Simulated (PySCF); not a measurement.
# C4H4FNSi: the cost of one run

The runs use PySCF 2.14.0, with density-fitted response routines of our own; the level of theory stands in each step. All values are computed, except where a source is named. Atoms are numbered from 0 throughout.

## Step 1: Starting geometry

11 atoms, charge 0, multiplicity 1; geometry from: GFN2-xTB. The atoms were then displaced at random by about 0.01 Å, so the start is not that level's minimum.

Bonds of the start (Å): N0–C1 1.18, C1–C2 1.41, C2–C3 1.33, C3–C4 1.54, C4–F5 1.39, C4–Si6 1.95, Si6–C2 1.89, C3–H7 1.07, C4–H8 1.07, Si6–H9 1.45, Si6–H10 1.47.

## Step 2: Geometry optimisation at PBE0-D3(BJ)/def2-SVP

Job settings and geometry (Å):

```
{"job": {"xc": "PBE0", "basis": "def2-SVP", "d3": "d3bj", "grid": 1, "shake": 0.01, "kind": "geom"}, "charge": 0, "multiplicity": 1}
N      3.321010    -0.791400     0.655000
C      2.209620    -0.460210     0.433780
C      0.861240    -0.150730     0.161560
C      0.316050     1.056280     0.080740
C     -1.136640     0.739910    -0.321520
F     -2.080580     1.269130     0.558690
Si    -0.699320    -1.156060    -0.166670
H      0.710500     2.041860     0.245420
H     -1.399830     1.153600    -1.276060
H     -0.771600    -1.921570    -1.396810
H     -1.292330    -1.806620     1.010210
```

The run is started by

```sh
> OMP_NUM_THREADS=1 python probes_run.py task.json out
```

The driver reads the jobs from task.json and runs them one after another.

Q: Estimate the wall time and peak memory of this first job on 1 thread of Arm Neoverse V2, shared host.

About 48 s, with a peak of 0.51 GiB.
